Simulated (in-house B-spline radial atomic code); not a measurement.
# Excited states and polarisability of S¹²⁺ by several methods

How far do the methods of linear response differ for S¹²⁺? Each gives excitation energies, polarisability and C6.

Method: linear response of a closed shell, each method with its own adiabatic kernel; spin-free one-electron X2C, finite nucleus; B-spline basis; no spin-orbit coupling, no double excitations; only terms of natural parity, (−1)^L, with L up to 3 are computed. Code: in-house B-spline radial atomic code version 1.

**1. Starting point**

| Quantity | Value |
| --- | --- |
| element | sulfur (Z = 16) |
| charge | +12 |
| configuration | [He] 2s2 |
| runs | TDHF; PBE; PBE0; LC-ωPBE; B3LYP |

The outer shells:

S¹²⁺
```
[He] core
2s [↑↓]
```

**2. TDHF**

Input settings:

```ini
Z = 16
electrons = 4.0
configuration = [He] 2s2
hamiltonian = x2c
method = hf
box_radius = 8.48
rms_radius = 3.2611
intervals = 69
```

On the command line:

```bash
> python run_td.py task.json out
```

The settings of every run stand in task.json; they run in order.

**3. PBE**

The settings differ from step 2 so:

```diff
@@ -4,3 +4,3 @@
 hamiltonian = x2c
-method = hf
+method = pbe,pbe
 box_radius = 8.48
```

**4. PBE0**

The settings differ from step 3 so:

```diff
@@ -4,3 +4,3 @@
 hamiltonian = x2c
-method = pbe,pbe
+method = pbe0
 box_radius = 8.48
```

**5. LC-ωPBE**

The settings differ from step 4 so:

```diff
@@ -4,3 +4,3 @@
 hamiltonian = x2c
-method = pbe0
+method = lc_wpbe
 box_radius = 8.48
```

**6. B3LYP**

The settings differ from step 5 so:

```diff
@@ -4,3 +4,3 @@
 hamiltonian = x2c
-method = lc_wpbe
+method = b3lyp
 box_radius = 8.48
```

**Question.** What will these runs give? Wanted: for each run, threshold; 2s→2p ¹P; 2s→2p ³P, Tamm-Dancoff; α; C6.

**Answer**, as computed:

| run | threshold (eV) | 2s→2p ¹P (eV) | 2s→2p ³P, Tamm-Dancoff (eV) | α (bohr³) | C6 (hartree bohr⁶) | time |
| --- | --- | --- | --- | --- | --- | --- |
| TDHF | 647.26 | 43.237 | 20.942 | 0.09237 | 0.01127 | 0.2 s |
| PBE | 626.57 | 44.902 | 23.444 | 0.08720 | 0.01050 | 0.2 s |
| PBE0 | 632.07 | 44.567 | 23.039 | 0.08833 | 0.01068 | 0.2 s |
| LC-ωPBE | 632.62 | 44.768 | 23.265 | 0.08764 | 0.01057 | 0.3 s |
| B3LYP | 631.15 | 44.053 | 22.126 | 0.08930 | 0.01079 | 0.2 s |

**Reading.** α runs from 0.0872 (PBE) to 0.0924 bohr³ (TDHF). The semilocal functionals put the threshold at 626.57 eV, under Hartree-Fock's 647.26 eV, since their potential decays too fast.
